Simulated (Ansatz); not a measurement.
# CH4S2Si: one species, many methods

How much do the methods differ for CH4S2Si? The plan is to run it at one geometry with functionals of several rungs and with coupled cluster. The yardstick is the atomisation energy at the CCSD(T) limit.

Method: functionals in def2-TZVPP, the program's frozen cores in correlated methods; program: Ansatz 0.2.0, Gaussian basis.

Levels to be run: LDA (SPW92), PBE-D4, revPBE-D4, BLYP-D4, r2SCAN-D4, B97M-V, PBE0-D4, B3LYP-D4, r2SCANh-D4, r2SCAN0-D4, HSE06-D4, BHLYP-D4, CAM-B3LYP-D4, LC-ωPBE, ωB97X-V, ωB97M-V, B2PLYP, PBE-QIDH; CCSD(T)/def2-SVP; CCSD(T)/def2-TZVPP; MP2/def2-QZVPP; extrapolation to the limit; RPA on PBE.

## 1. The geometry

All runs share one geometry, relaxed beforehand with PBE0-D4 in a triple-zeta def2 set.

SMILES `C1[SiH2]SS1`, 8 atoms, charge 0, spin multiplicity 1.

Atoms are counted from 1 here; the program's logs count them from 0.

Bond lengths: C1–Si2 1.875 Å, C1–S4 1.829 Å, C1–H5 1.090 Å, C1–H6 1.091 Å, Si2–S3 2.141 Å, Si2–H7 1.486 Å, Si2–H8 1.485 Å, S3–S4 2.118 Å. Angles: Si2–C1–S4 91.6°, Si2–C1–H5 116.7°, Si2–C1–H6 115.1°, S4–C1–H5 110.5°, S4–C1–H6 110.7°, H5–C1–H6 110.7°, C1–Si2–S3 89.4°, C1–Si2–H7 118.9°, C1–Si2–H8 110.6°, S3–Si2–H7 114.0°, S3–Si2–H8 112.7°, H7–Si2–H8 109.9°, Si2–S3–S4 77.1°, C1–S4–S3 91.4°.

## 2. LDA

This LDA is Slater exchange with PW92 correlation.

File in.yaml:

```yaml
crystal:
  periodic: [false, false, false]
  atoms:
    - {symbol: C, position_ang: [-0.513568, 0.770941, -0.338988]}
    - {symbol: Si, position_ang: [0.283573, -0.571450, 0.699506]}
    - {symbol: S, position_ang: [1.684464, -0.929757, -0.879208]}
    - {symbol: S, position_ang: [0.062144, -0.013836, -1.887464]}
    - {symbol: H, position_ang: [-1.602032, 0.823689, -0.319383]}
    - {symbol: H, position_ang: [-0.077891, 1.764774, -0.224590]}
    - {symbol: H, position_ang: [0.911988, -0.198744, 1.993967]}
    - {symbol: H, position_ang: [-0.656577, -1.702716, 0.900460]}
basis:
  gaussian: {orbitals: def2-TZVPP}
hamiltonian: {xc: lda}
output: {orbitals: {seedname: orbitals}}
```

The run is started by

```bash
ansatz run in.yaml --threads 2 --pin off --events-out ev --progress --plain --max-ram 4352MiB
```

After this run come: PBE-D4 (GGA); revPBE-D4 (GGA); BLYP-D4 (GGA); r2SCAN-D4 (meta-GGA); B97M-V (meta-GGA); B3LYP-D4 (hybrid); r2SCANh-D4 (hybrid); r2SCAN0-D4 (hybrid); HSE06-D4 (hybrid); BHLYP-D4 (hybrid); CAM-B3LYP-D4 (range-separated); LC-ωPBE (range-separated); ωB97X-V (range-separated); ωB97M-V (range-separated); B2PLYP (double hybrid); PBE-QIDH (double hybrid); CCSD(T) in def2-SVP; CCSD(T) in def2-TZVPP; MP2 in def2-QZVPP; RPA on PBE orbitals.

**Question.** What will the summary of the whole plan be? Wanted: atomisation energy, CCSD(T)/CBS; farthest beyond LDA; mean size of error, GGA; mean size of error, meta-GGA; mean size of error, hybrid; mean size of error, range-separated; mean size of error, double hybrid; gap, smallest and largest; T1 diagnostic.

**Answer**, as computed:

```
                               quantity                                                value
        atomisation energy, CCSD(T)/CBS                                       629.8 kcal/mol
functionals within 3.1 kcal/mol (0.5 %)  revPBE-D4, r2SCAN-D4, PBE0-D4, r2SCANh-D4, HSE06-D4
                    farthest beyond LDA                            BHLYP-D4 (-21.0 kcal/mol)
                mean size of error, GGA                                         7.0 kcal/mol
           mean size of error, meta-GGA                                         4.8 kcal/mol
             mean size of error, hybrid                                         6.5 kcal/mol
    mean size of error, range-separated                                         6.1 kcal/mol
      mean size of error, double hybrid                                         8.3 kcal/mol
              gap, smallest and largest             2.41 eV (LDA (SPW92)), 9.57 eV (LC-ωPBE)
                          T1 diagnostic                                               0.0122
triples share of the correlation energy                                                4.7 %
```

In words: The LDA atomisation energy is off by 95.0 kcal/mol (15 %): it overbinds. PBE-D4 is off by +12.0 kcal/mol. Double hybrids carry the basis error of their MP2 part in triple zeta, and no dispersion term here, so their miss is partly the set-up's. Taken by rung, meta-GGA functionals do best (4.8 kcal/mol on average) and double hybrid ones worst beyond LDA (8.3 kcal/mol). The gap between the best rungs is small, so their order is not settled. Misses under about 3.1 kcal/mol are within the doubt on the reference itself, which lacks core-valence correlation, relativity and higher excitations. Hartree-Fock recovers 70 % of the binding; the rest is correlation. CCSD(T) in def2-SVP is off by -58.0 kcal/mol, which most functionals beat. Orbital gaps span 2.4 to 9.6 eV; exact exchange widens them.
